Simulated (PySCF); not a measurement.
# C₂H₃BO₂: spin-spin couplings at several levels of theory, part 1 of 2

How much do the spin-spin couplings of C₂H₃BO₂ (`C#CB(O)O`) depend on the level of theory, and what does each level cost?

The runs use PySCF 2.14.0, with density-fitted response routines of our own; the level of theory stands in each step. All values are computed, except where a source is named. Atoms are numbered from 0 throughout.

### Step 1. The starting structure

8 atoms, charge 0, multiplicity 1; geometry from: PBE0-D3(BJ)/def2-SVP.

Bonds of the start (Å): C0–C1 1.22, C1–B2 1.54, B2–O3 1.36, B2–O4 1.36, C0–H5 1.08, O3–H6 0.96, O4–H7 0.96.

### Step 2. J couplings: LDA/pcJ-1

The job: settings as JSON, then the geometry in Å.

```
{"job": {"kind": "j", "xc": "LDA", "basis": "pcJ-1"}, "charge": 0, "multiplicity": 1}
C      2.284093     0.281482    -0.043173
C      1.078243     0.132581    -0.021032
B     -0.451040    -0.058859     0.004148
O     -0.980667    -0.782972     1.028277
O     -1.170719     0.507884    -1.002927
H      3.350814     0.415425    -0.064897
H     -1.936324    -0.886454     1.002978
H     -2.121391     0.371369    -0.954027
```

With the program's defaults for keys left out, this is: LDA/pcJ-1 indirect spin-spin coupling, non-relativistic, gas phase.

Command:

```console
OMP_NUM_THREADS=1 python probes_run.py task.json out
```

This one command runs all jobs of the session in turn.

The log of the run:

```text
coarse grid: 7296 points
cycle   1  E = -251.0474447966  dE =  6.168e-01  |g| = 1.052e+00  |ddm| = 2.597e+00
cycle   2  E = -250.5308950503  dE =  5.165e-01  |g| = 1.942e+00  |ddm| = 1.803e+00
cycle   3  E = -251.2141453781  dE = -6.833e-01  |g| = 3.641e-01  |ddm| = 1.321e+00
cycle   4  E = -251.2392559751  dE = -2.511e-02  |g| = 2.156e-01  |ddm| = 3.562e-01
cycle   5  E = -251.2499464057  dE = -1.069e-02  |g| = 5.916e-02  |ddm| = 1.442e-01
cycle   6  E = -251.2508068021  dE = -8.604e-04  |g| = 7.362e-03  |ddm| = 4.630e-02
cycle   7  E = -251.2508186884  dE = -1.189e-05  |g| = 2.512e-03  |ddm| = 6.683e-03
cycle   8  E = -251.2508202433  dE = -1.555e-06  |g| = 3.325e-04  |ddm| = 2.324e-03
final grid: 72160 points
cycle   9  E = -251.3120775642  dE = -1.678e-04  |g| = 7.469e-03  |ddm| = 1.462e-02
cycle  10  E = -251.3120591004  dE =  1.846e-05  |g| = 1.256e-02  |ddm| = 9.337e-03
cycle  11  E = -251.3120840433  dE = -2.494e-05  |g| = 2.348e-03  |ddm| = 6.959e-03
cycle  12  E = -251.3120833983  dE =  6.450e-07  |g| = 2.809e-03  |ddm| = 2.991e-03
cycle  13  E = -251.3120853812  dE = -1.983e-06  |g| = 3.062e-04  |ddm| = 1.720e-03
cycle  14  E = -251.3120854063  dE = -2.503e-08  |g| = 3.557e-05  |ddm| = 2.684e-04
cycle  15  E = -251.3120854065  dE = -2.654e-10  |g| = 1.139e-05  |ddm| = 3.185e-05
converged SCF energy = -251.3120854065

Indirect spin-spin couplings (Hz)
  i      j    bonds     total        FC       PSO       DSO        SD
  0 C    1 C    1    155.675   141.819     5.082     0.069     8.705
  0 C    2 B    2     23.675    21.558     1.709    -0.118     0.526
  0 C    3 O    3     -2.551    -2.214    -0.116     0.038    -0.258
  0 C    4 O    3     -2.579    -2.246    -0.112     0.038    -0.258
  0 C    5 H    1    209.723   209.341    -0.824     0.364     0.840
  0 C    6 H    4      1.151     1.141     0.620    -0.524    -0.086
  0 C    7 H    4      1.164     1.154     0.620    -0.525    -0.086
  1 C    2 B    1    112.510   113.440    -1.534     0.342     0.262
  1 C    3 O    2    -19.915   -19.965     0.024    -0.007     0.033
  1 C    4 O    2    -20.026   -20.074     0.021    -0.007     0.034
  1 C    5 H    2     41.670    36.991     5.182    -1.170     0.666
  1 C    6 H    3      8.529     8.515     0.593    -0.638     0.058
  1 C    7 H    3      8.563     8.551     0.594    -0.639     0.057
  2 B    3 O    1     -1.812    -6.722     5.276    -0.132    -0.234
  2 B    4 O    1     -1.812    -6.721     5.275    -0.132    -0.234
  2 B    5 H    3      3.271     2.992     0.662    -0.465     0.082
  2 B    6 H    2     -1.562    -0.262    -0.255    -0.956    -0.089
  2 B    7 H    2     -1.536    -0.238    -0.248    -0.960    -0.089
  3 O    4 O    2     -3.902    -0.342    -3.807    -0.025     0.272
  3 O    5 H    4      0.381     0.320    -0.094     0.149     0.005
  3 O    6 H    1    -68.874   -55.420   -12.421    -0.303    -0.730
  3 O    7 H    3     -0.994    -2.233     0.889     0.084     0.266
  4 O    5 H    4      0.385     0.322    -0.092     0.149     0.006
  4 O    6 H    3     -1.001    -2.240     0.890     0.083     0.266
  4 O    7 H    1    -68.869   -55.417   -12.418    -0.303    -0.731
```

Run time: 8.9 s. Hardware: 1 thread of Arm Neoverse V1, shared host; peak memory 0.51 GiB.

Couplings of 1 Hz or more, nine at most for each number of bonds, with means over like pairs (isotopes 11B, 13C, 1H, 17O):

| pair | bonds | J (Hz) | Fermi contact (Hz) | dihedral (°) |
| --- | --- | --- | --- | --- |
| C0–H5 | 1 | 209.7 | 209.3 | – |
| C0–C1 | 1 | 155.7 | 141.8 | – |
| C1–B2 | 1 | 112.5 | 113.4 | – |
| O3–H6 | 1 | -68.9 | -55.4 | – |
| B2–O3 | 1 | -1.8 | -6.7 | – |
| C1–H5 | 2 | 41.7 | 37.0 | – |
| C0–B2 | 2 | 23.7 | 21.6 | – |
| C1–O3 | 2 | -20.0 | -20.0 | – |
| O3–O4 | 2 | -3.9 | -0.3 | – |
| B2–H6 | 2 | -1.5 | -0.2 | – |
| C1–H6 | 3 | 8.5 | 8.5 | -179 |
| B2–H5 | 3 | 3.3 | 3.0 | – |
| C0–O3 | 3 | -2.6 | -2.2 | – |
| C0–H6 | 4 | 1.2 | 1.1 | – |

Quadrupole couplings from the field gradients of the same density:

| atom | isotope | eQq/h (MHz) | η |
| --- | --- | --- | --- |
| O4 | 17O | -8.069 | 0.14 |
| O3 | 17O | -8.067 | 0.14 |
| B2 | 11B | 2.466 | 0.35 |

### Step 3. J couplings: PBE/pcJ-1

Same as in step 2 but for these lines:

```diff
@@ -1,2 +1,2 @@
-{"job": {"kind": "j", "xc": "LDA", "basis": "pcJ-1"}, "charge": 0, "multiplicity": 1}
+{"job": {"kind": "j", "xc": "PBE", "basis": "pcJ-1"}, "charge": 0, "multiplicity": 1}
 C      2.284093     0.281482    -0.043173
```

Method: PBE/pcJ-1 indirect spin-spin coupling, non-relativistic, gas phase.

The log of the run:

```text
coarse grid: 7296 points
cycle   1  E = -252.8079758963  dE =  6.500e-01  |g| = 1.045e+00  |ddm| = 2.589e+00
cycle   2  E = -252.3258712414  dE =  4.821e-01  |g| = 1.887e+00  |ddm| = 1.807e+00
cycle   3  E = -252.9747781589  dE = -6.489e-01  |g| = 3.577e-01  |ddm| = 1.321e+00
cycle   4  E = -253.0014672921  dE = -2.669e-02  |g| = 1.878e-01  |ddm| = 3.341e-01
cycle   5  E = -253.0094656813  dE = -7.998e-03  |g| = 5.354e-02  |ddm| = 1.287e-01
cycle   6  E = -253.0101789662  dE = -7.133e-04  |g| = 6.723e-03  |ddm| = 4.240e-02
cycle   7  E = -253.0101889507  dE = -9.985e-06  |g| = 2.209e-03  |ddm| = 6.116e-03
final grid: 72160 points
cycle   8  E = -253.0736539513  dE = -1.954e-04  |g| = 1.240e-02  |ddm| = 2.077e-02
cycle   9  E = -253.0735727455  dE =  8.121e-05  |g| = 2.276e-02  |ddm| = 2.161e-02
cycle  10  E = -253.0736709251  dE = -9.818e-05  |g| = 6.786e-03  |ddm| = 1.612e-02
cycle  11  E = -253.0736816047  dE = -1.068e-05  |g| = 2.331e-03  |ddm| = 5.167e-03
cycle  12  E = -253.0736827093  dE = -1.105e-06  |g| = 6.981e-04  |ddm| = 1.523e-03
cycle  13  E = -253.0736828264  dE = -1.171e-07  |g| = 6.331e-05  |ddm| = 5.458e-04
cycle  14  E = -253.0736828267  dE = -2.717e-10  |g| = 5.560e-05  |ddm| = 6.399e-05
cycle  15  E = -253.0736828272  dE = -5.275e-10  |g| = 1.012e-05  |ddm| = 3.175e-05
converged SCF energy = -253.0736828272

Indirect spin-spin couplings (Hz)
  i      j    bonds     total        FC       PSO       DSO        SD
  0 C    1 C    1    167.851   151.554     5.245     0.072    10.979
  0 C    2 B    2     26.274    24.091     1.674    -0.118     0.627
  0 C    3 O    3     -3.515    -3.181    -0.085     0.038    -0.287
  0 C    4 O    3     -3.555    -3.225    -0.080     0.037    -0.288
  0 C    5 H    1    242.788   242.442    -0.774     0.360     0.760
  0 C    6 H    4      1.646     1.657     0.614    -0.524    -0.101
  0 C    7 H    4      1.667     1.678     0.615    -0.525    -0.101
  1 C    2 B    1    128.619   129.531    -1.490     0.341     0.238
  1 C    3 O    2    -20.710   -20.779     0.013    -0.007     0.062
  1 C    4 O    2    -20.807   -20.873     0.010    -0.007     0.064
  1 C    5 H    2     45.339    40.629     5.052    -1.170     0.827
  1 C    6 H    3     10.099    10.077     0.593    -0.639     0.067
  1 C    7 H    3     10.137    10.117     0.594    -0.640     0.066
  2 B    3 O    1     -4.126    -8.873     5.109    -0.132    -0.231
  2 B    4 O    1     -4.134    -8.879     5.108    -0.132    -0.231
  2 B    5 H    3      4.948     4.665     0.666    -0.466     0.083
  2 B    6 H    2     -1.989    -0.705    -0.234    -0.957    -0.093
  2 B    7 H    2     -1.959    -0.678    -0.227    -0.961    -0.093
  3 O    4 O    2     -3.408     0.012    -3.663    -0.025     0.268
  3 O    5 H    4      0.587     0.520    -0.090     0.149     0.008
  3 O    6 H    1    -70.499   -57.163   -12.445    -0.306    -0.585
  3 O    7 H    3     -1.074    -2.292     0.859     0.084     0.274
  4 O    5 H    4      0.593     0.524    -0.088     0.149     0.008
  4 O    6 H    3     -1.082    -2.300     0.860     0.083     0.275
  4 O    7 H    1    -70.494   -57.161   -12.442    -0.307    -0.585
  5 H    6 H    5     -0.179    -0.093     1.486    -1.616     0.044
  5 H    7 H    5     -0.180    -0.093     1.487    -1.617     0.044
```

It took 14 s on 1 thread of Arm Neoverse V1, shared host; peak memory 0.45 GiB.

In short: J(C0,H5) 242.8 Hz, J(C0,C1) 167.9 Hz, J(C1,B2) 128.6 Hz (means over like pairs).

### Step 4. Spin-spin couplings: KT2/pcJ-1

Same as in step 3 but for these lines:

```diff
@@ -1,2 +1,2 @@
-{"job": {"kind": "j", "xc": "PBE", "basis": "pcJ-1"}, "charge": 0, "multiplicity": 1}
+{"job": {"kind": "j", "xc": "KT2", "basis": "pcJ-1"}, "charge": 0, "multiplicity": 1}
 C      2.284093     0.281482    -0.043173
```

With the program's defaults for keys left out, this is: KT2/pcJ-1 indirect spin-spin coupling, non-relativistic, gas phase.

The log of the run:

```text
coarse grid: 7296 points
cycle   1  E = -257.1418272253  dE =  6.796e-01  |g| = 1.100e+00  |ddm| = 2.595e+00
cycle   2  E = -256.6516049094  dE =  4.902e-01  |g| = 1.892e+00  |ddm| = 1.816e+00
cycle   3  E = -257.3312539469  dE = -6.796e-01  |g| = 3.367e-01  |ddm| = 1.340e+00
cycle   4  E = -257.3555066081  dE = -2.425e-02  |g| = 1.832e-01  |ddm| = 3.418e-01
cycle   5  E = -257.3636155048  dE = -8.109e-03  |g| = 4.897e-02  |ddm| = 1.301e-01
cycle   6  E = -257.3642239886  dE = -6.085e-04  |g| = 6.815e-03  |ddm| = 4.136e-02
cycle   7  E = -257.3642341968  dE = -1.021e-05  |g| = 2.532e-03  |ddm| = 6.469e-03
cycle   8  E = -257.3642356877  dE = -1.491e-06  |g| = 4.573e-04  |ddm| = 2.496e-03
final grid: 72160 points
cycle   9  E = -257.4421247045  dE = -8.365e-04  |g| = 1.639e-02  |ddm| = 3.416e-02
cycle  10  E = -257.4421112854  dE =  1.342e-05  |g| = 1.384e-02  |ddm| = 1.749e-02
cycle  11  E = -257.4421408211  dE = -2.954e-05  |g| = 7.567e-03  |ddm| = 1.392e-02
cycle  12  E = -257.4421497463  dE = -8.925e-06  |g| = 4.613e-03  |ddm| = 7.039e-03
cycle  13  E = -257.4421553378  dE = -5.592e-06  |g| = 7.072e-04  |ddm| = 3.138e-03
cycle  14  E = -257.4421554383  dE = -1.004e-07  |g| = 1.412e-04  |ddm| = 4.841e-04
cycle  15  E = -257.4421554426  dE = -4.305e-09  |g| = 3.199e-05  |ddm| = 1.267e-04
cycle  16  E = -257.4421554428  dE = -2.262e-10  |g| = 6.286e-06  |ddm| = 2.935e-05
converged SCF energy = -257.4421554428

Indirect spin-spin couplings (Hz)
  i      j    bonds     total        FC       PSO       DSO        SD
  0 C    1 C    1    153.234   137.543     4.791     0.070    10.830
  0 C    2 B    2     23.753    21.670     1.606    -0.118     0.595
  0 C    3 O    3     -3.134    -2.772    -0.091     0.037    -0.309
  0 C    4 O    3     -3.175    -2.816    -0.086     0.037    -0.310
  0 C    5 H    1    266.332   265.719    -0.701     0.330     0.984
  0 C    6 H    4      1.654     1.691     0.611    -0.525    -0.122
  0 C    7 H    4      1.677     1.714     0.611    -0.526    -0.122
  1 C    2 B    1    116.773   117.596    -1.401     0.340     0.237
  1 C    3 O    2    -19.796   -19.880     0.021    -0.007     0.070
  1 C    4 O    2    -19.915   -19.997     0.018    -0.008     0.072
  1 C    5 H    2     48.645    44.559     4.724    -1.173     0.535
  1 C    6 H    3     11.126    11.099     0.589    -0.641     0.079
  1 C    7 H    3     11.179    11.153     0.590    -0.642     0.078
  2 B    3 O    1      2.265    -2.110     4.740    -0.131    -0.233
  2 B    4 O    1      2.258    -2.116     4.738    -0.131    -0.233
  2 B    5 H    3      6.460     6.170     0.671    -0.467     0.086
  2 B    6 H    2     -2.881    -1.671    -0.156    -0.963    -0.091
  2 B    7 H    2     -2.850    -1.642    -0.150    -0.967    -0.091
  3 O    4 O    2     -3.750    -0.419    -3.639    -0.025     0.333
  3 O    5 H    4      0.781     0.710    -0.093     0.150     0.014
  3 O    6 H    1    -71.105   -57.950   -12.194    -0.302    -0.659
  3 O    7 H    3     -0.926    -2.161     0.828     0.085     0.322
  4 O    5 H    4      0.791     0.719    -0.091     0.149     0.015
  4 O    6 H    3     -0.934    -2.169     0.829     0.084     0.322
  4 O    7 H    1    -71.096   -57.943   -12.192    -0.302    -0.659
  5 H    6 H    5     -0.194    -0.118     1.490    -1.621     0.056
  5 H    7 H    5     -0.195    -0.120     1.491    -1.622     0.055
```

Wall time 14 s (1 thread of Arm Neoverse V1, shared host); peak memory 0.45 GiB.

This run: J(C0,H5) 266.3 Hz, J(C0,C1) 153.2 Hz, J(C1,B2) 116.8 Hz (means over like pairs).

### Step 5. Indirect couplings: PBE0/pcJ-1

Same as in step 4 but for these lines:

```diff
@@ -1,2 +1,2 @@
-{"job": {"kind": "j", "xc": "KT2", "basis": "pcJ-1"}, "charge": 0, "multiplicity": 1}
+{"job": {"kind": "j", "xc": "PBE0", "basis": "pcJ-1"}, "charge": 0, "multiplicity": 1}
 C      2.284093     0.281482    -0.043173
```

With the program's defaults for keys left out, this is: PBE0/pcJ-1 indirect spin-spin coupling, non-relativistic, gas phase.

The log of the run:

```text
coarse grid: 7296 points
cycle   1  E = -252.8891641454  dE =  6.644e-01  |g| = 8.757e-01  |ddm| = 2.529e+00
cycle   2  E = -252.7785836720  dE =  1.106e-01  |g| = 1.192e+00  |ddm| = 1.167e+00
cycle   3  E = -253.0242458102  dE = -2.457e-01  |g| = 1.462e-01  |ddm| = 6.900e-01
cycle   4  E = -253.0276794376  dE = -3.434e-03  |g| = 9.006e-02  |ddm| = 1.386e-01
cycle   5  E = -253.0295961004  dE = -1.917e-03  |g| = 1.944e-02  |ddm| = 6.020e-02
cycle   6  E = -253.0296852777  dE = -8.918e-05  |g| = 2.407e-03  |ddm| = 1.421e-02
cycle   7  E = -253.0296865297  dE = -1.252e-06  |g| = 5.021e-04  |ddm| = 1.875e-03
final grid: 72160 points
cycle   8  E = -253.0768228747  dE = -1.217e-04  |g| = 6.961e-03  |ddm| = 1.452e-02
cycle   9  E = -253.0768178133  dE =  5.061e-06  |g| = 8.579e-03  |ddm| = 8.002e-03
cycle  10  E = -253.0768306199  dE = -1.281e-05  |g| = 8.113e-04  |ddm| = 4.592e-03
cycle  11  E = -253.0768307134  dE = -9.345e-08  |g| = 2.990e-04  |ddm| = 6.308e-04
cycle  12  E = -253.0768307355  dE = -2.219e-08  |g| = 3.800e-05  |ddm| = 2.362e-04
cycle  13  E = -253.0768307357  dE = -1.174e-10  |g| = 2.820e-05  |ddm| = 3.468e-05
converged SCF energy = -253.0768307357

Indirect spin-spin couplings (Hz)
  i      j    bonds     total        FC       PSO       DSO        SD
  0 C    1 C    1    176.628   156.861     6.945     0.070    12.752
  0 C    2 B    2     25.134    22.916     1.690    -0.118     0.646
  0 C    3 O    3     -3.662    -3.366    -0.060     0.038    -0.273
  0 C    4 O    3     -3.707    -3.415    -0.055     0.038    -0.274
  0 C    5 H    1    249.988   250.475    -1.498     0.344     0.666
  0 C    6 H    4      1.618     1.651     0.614    -0.525    -0.122
  0 C    7 H    4      1.640     1.674     0.614    -0.526    -0.122
  1 C    2 B    1    132.452   133.336    -1.465     0.340     0.242
  1 C    3 O    2    -19.374   -19.459     0.005    -0.007     0.088
  1 C    4 O    2    -19.460   -19.544     0.001    -0.008     0.090
  1 C    5 H    2     45.366    40.039     5.647    -1.171     0.851
  1 C    6 H    3      9.977     9.929     0.598    -0.640     0.091
  1 C    7 H    3     10.013     9.966     0.599    -0.641     0.090
  2 B    3 O    1     -8.796   -13.556     5.067    -0.131    -0.176
  2 B    4 O    1     -8.798   -13.557     5.066    -0.131    -0.176
  2 B    5 H    3      5.760     5.474     0.666    -0.466     0.086
  2 B    6 H    2     -3.206    -1.965    -0.180    -0.965    -0.096
  2 B    7 H    2     -3.172    -1.934    -0.174    -0.969    -0.096
  3 O    4 O    2     -3.400    -0.161    -3.465    -0.025     0.251
  3 O    5 H    4      0.914     0.838    -0.083     0.149     0.010
  3 O    6 H    1    -77.820   -64.636   -12.431    -0.302    -0.451
  3 O    7 H    3     -0.820    -1.949     0.774     0.085     0.270
  4 O    5 H    4      0.925     0.846    -0.081     0.149     0.010
  4 O    6 H    3     -0.827    -1.957     0.775     0.084     0.271
  4 O    7 H    1    -77.824   -64.642   -12.429    -0.302    -0.451
  5 H    6 H    5     -0.229    -0.147     1.487    -1.619     0.050
  5 H    7 H    5     -0.231    -0.149     1.488    -1.621     0.050
```

Wall time 15 s (1 thread of Arm Neoverse V1, shared host); peak memory 0.73 GiB.

This run: J(C0,H5) 250.0 Hz, J(C0,C1) 176.6 Hz, J(C1,B2) 132.5 Hz (means over like pairs).

### Step 6. J couplings: B97-2/pcJ-1

Same as in step 5 but for these lines:

```diff
@@ -1,2 +1,2 @@
-{"job": {"kind": "j", "xc": "PBE0", "basis": "pcJ-1"}, "charge": 0, "multiplicity": 1}
+{"job": {"kind": "j", "xc": "B97-2", "basis": "pcJ-1"}, "charge": 0, "multiplicity": 1}
 C      2.284093     0.281482    -0.043173
```

Method: B97-2/pcJ-1 indirect spin-spin coupling, non-relativistic, gas phase.

The log of the run:

```text
coarse grid: 7296 points
cycle   1  E = -253.0786586474  dE =  6.630e-01  |g| = 9.138e-01  |ddm| = 2.536e+00
cycle   2  E = -252.9411471084  dE =  1.375e-01  |g| = 1.271e+00  |ddm| = 1.237e+00
cycle   3  E = -253.2254237222  dE = -2.843e-01  |g| = 1.601e-01  |ddm| = 7.564e-01
cycle   4  E = -253.2297391821  dE = -4.315e-03  |g| = 9.702e-02  |ddm| = 1.549e-01
cycle   5  E = -253.2319888436  dE = -2.250e-03  |g| = 2.119e-02  |ddm| = 6.554e-02
cycle   6  E = -253.2320954492  dE = -1.066e-04  |g| = 2.529e-03  |ddm| = 1.543e-02
cycle   7  E = -253.2320967972  dE = -1.348e-06  |g| = 6.194e-04  |ddm| = 2.044e-03
final grid: 72160 points
cycle   8  E = -253.2778939147  dE = -1.501e-04  |g| = 5.380e-03  |ddm| = 1.586e-02
cycle   9  E = -253.2778914341  dE =  2.481e-06  |g| = 5.917e-03  |ddm| = 4.652e-03
cycle  10  E = -253.2778968474  dE = -5.413e-06  |g| = 1.009e-03  |ddm| = 3.126e-03
cycle  11  E = -253.2778969736  dE = -1.262e-07  |g| = 4.538e-04  |ddm| = 6.324e-04
cycle  12  E = -253.2778970216  dE = -4.800e-08  |g| = 1.116e-04  |ddm| = 3.175e-04
cycle  13  E = -253.2778970247  dE = -3.130e-09  |g| = 1.769e-05  |ddm| = 8.506e-05
cycle  14  E = -253.2778970248  dE = -7.356e-11  |g| = 5.452e-06  |ddm| = 1.487e-05
converged SCF energy = -253.2778970248

Indirect spin-spin couplings (Hz)
  i      j    bonds     total        FC       PSO       DSO        SD
  0 C    1 C    1    174.710   157.330     6.620     0.071    10.689
  0 C    2 B    2     25.164    23.065     1.665    -0.118     0.553
  0 C    3 O    3     -3.611    -3.349    -0.056     0.038    -0.244
  0 C    4 O    3     -3.660    -3.401    -0.052     0.037    -0.245
  0 C    5 H    1    240.419   240.603    -1.355     0.342     0.828
  0 C    6 H    4      1.528     1.552     0.612    -0.526    -0.110
  0 C    7 H    4      1.549     1.574     0.612    -0.526    -0.111
  1 C    2 B    1    137.687   138.542    -1.441     0.339     0.246
  1 C    3 O    2    -19.087   -19.151     0.005    -0.007     0.067
  1 C    4 O    2    -19.184   -19.247     0.002    -0.008     0.068
  1 C    5 H    2     42.410    37.464     5.485    -1.172     0.633
  1 C    6 H    3      9.439     9.396     0.598    -0.640     0.085
  1 C    7 H    3      9.475     9.433     0.599    -0.642     0.084
  2 B    3 O    1     -9.902   -14.500     4.908    -0.131    -0.180
  2 B    4 O    1     -9.902   -14.499     4.907    -0.131    -0.180
  2 B    5 H    3      4.899     4.608     0.667    -0.467     0.091
  2 B    6 H    2     -3.401    -2.184    -0.153    -0.966    -0.097
  2 B    7 H    2     -3.367    -2.152    -0.147    -0.970    -0.097
  3 O    4 O    2     -3.395    -0.258    -3.347    -0.025     0.235
  3 O    5 H    4      0.724     0.650    -0.085     0.149     0.010
  3 O    6 H    1    -77.988   -64.640   -12.417    -0.303    -0.629
  3 O    7 H    3     -0.777    -1.859     0.745     0.085     0.251
  4 O    5 H    4      0.733     0.657    -0.083     0.149     0.010
  4 O    6 H    3     -0.785    -1.867     0.746     0.084     0.252
  4 O    7 H    1    -77.986   -64.639   -12.415    -0.303    -0.629
  5 H    6 H    5     -0.173    -0.094     1.489    -1.620     0.052
  5 H    7 H    5     -0.174    -0.095     1.490    -1.622     0.052
```

It took 15 s on 1 thread of Arm Neoverse V1, shared host; peak memory 0.73 GiB.

In short: J(C0,H5) 240.4 Hz, J(C0,C1) 174.7 Hz, J(C1,B2) 137.7 Hz (means over like pairs).

(Continued in part 2 of 2.)
